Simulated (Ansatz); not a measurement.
Write a Python script for Ansatz 0.2.0, Python API that makes a ladder of methods at one geometry of C2H4B2, SMILES BBC#C. Level of theory (for the species named): B3LYP, cc-pVDZ basis, multiplicity 1. The script varies functional: b3lyp, revpbe, lc_wpbe, pbe0, lda, blyp.

`c2h4b2.xyz`
```text
8

B    -0.70890    1.31630   -0.51690
B     0.39310    0.17430   -0.63080
C     0.41440   -0.93930    0.40520
C     0.56070   -1.80860    1.23980
H    -0.79070    2.21310   -1.35600
H    -1.54560    1.36460    0.35000
H     1.20940    0.19590   -1.50760
H     0.55970   -2.57350    1.96050
```

`run_methods.py`
```python
# -*- coding: utf-8 -*-
from dataclasses import dataclass
from pathlib import Path
import warnings

import ansatz as az
import numpy as np


@dataclass
class RunConfig:
    basis: str = "cc-pVDZ"


cfg = RunConfig()

warnings.simplefilter("ignore", az.DeckWarning)

system = az.Crystal.molecule_from_extxyz("c2h4b2.xyz")

model = (
    system.calculation()
    .basis(gaussian=cfg.basis)
    .scf(lower_state_search="off")
)

print("functional    E (Ha)        dipole (D)   HOMO (eV)  LUMO (eV)")
for name in ["b3lyp", "revpbe", "lc_wpbe", "pbe0", "lda", "blyp"]:
    r = model.functional(name).forces().orbitals().run(threads=1, backend="cpu", runs_dir="runs").report
    lines = Path(r["orbitals_path"]).read_text().splitlines()
    field_of = lambda key: [line.split("=")[1].strip() for line in lines if line.startswith(key)]
    orbitals = [(27.211386 * float(e), s, float(n)) for e, s, n in zip(field_of("Ene="), field_of("Spin="), field_of("Occup="))]
    homo = max(e for e, _, n in orbitals if n > 0.5)
    lumo = min(e for e, _, n in orbitals if n < 0.5)
    dipole = 4.803205 * np.linalg.norm(r["charge_distribution"]["dipole_moment_e_ang"])
    print(f"{name:10s} {r['free_energy_ev'] / 27.211386246:14.6f} {dipole:9.3f} {homo:11.3f} {lumo:10.3f}")
```

`python run_methods.py` gives:
```text
functional    E (Ha)        dipole (D)   HOMO (eV)  LUMO (eV)
b3lyp         -128.188432     1.330      -7.531     -3.862
revpbe        -128.139341     1.488      -6.495     -4.552
lc_wpbe       -128.060157     1.012     -10.493     -1.397
pbe0          -127.998915     1.285      -7.771     -3.715
lda           -126.833702     1.529      -6.644     -4.919
blyp          -128.109925     1.509      -6.383     -4.428
```

The settings weren't tested for convergence. The geometry is a force-field or estimated start, not a minimum of this method, and the basis set is short of its limit. A lower total doesn't mark the better method: functionals have no common bound, and MP2 and coupled cluster aren't variational. b3lyp holds the VWN-RPA fit, as in Gaussian; the form of ORCA and Turbomole is b3lyp5. Levels such as HOMO and LUMO are orbital energies: with these approximate functionals they aren't the ionisation energy and electron affinity, and their gap isn't the fundamental gap. Finished in 8.7 s on 1 thread of Arm Neoverse V1 (shared host), peak memory 0.18 GiB.
